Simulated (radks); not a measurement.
# Fractional charge and spin in the 4s shell of cobalt

One table from this session's results is given with a row withheld; the runs are named, their logs left out.

The numbers are computed with radks (a radial shooting solver on a logarithmic mesh, Libxc functionals) version 1 (non-relativistic Kohn-Sham, BLYP, spin-polarised, spherical densities, point nucleus), except any that are marked as measured or tabulated.

## The system

| Quantity | Value |
| --- | --- |
| element | cobalt (Z = 27) |
| configuration | [Ar] 3d(up 3.5, down 3.5) 4s(up 1, down 1) |

A shell typed twice in an input gives spin up, then spin down.

The first run:

The run's settings:

```text
Z 27
configuration [Ar] 3d3.5 3d3.5 4s1 4s1
relativity non-relativistic
functional b88,lyp
spin polarised
nucleus point
```

Command:

```console
python run_ks.py task.json out
```

This one command runs every case of the session in turn.

Among the steps run: 4s: up 1, down 1.

One of the session's tables, all rows but one given; the rest of the session is left out.

It belongs to the step «4s: up 1, down 1». Radial moments (bohr):

```
level      <r>  outermost maximum (interpolated)  90 % within  nodes
   1s  0.05691                            0.0375        0.101      0
   2s   0.2588                             0.216        0.400      1
   2p   0.2262                             0.173        0.370      0
   3s   0.7830                             0.676         1.17      2
   3p   0.8200                             0.681         1.27      1
   3d        ?                                 ?            ?      ?
   4s    2.931                              2.34         4.52      3
```

Q: Estimate the row for 3d from the others.

The run gave: <r>: 1.065; outermost maximum (interpolated): 0.664; 90 % within: 1.88; nodes: 0. In the column «<r>» it lies between 3p (0.8200) and 4s (2.931).
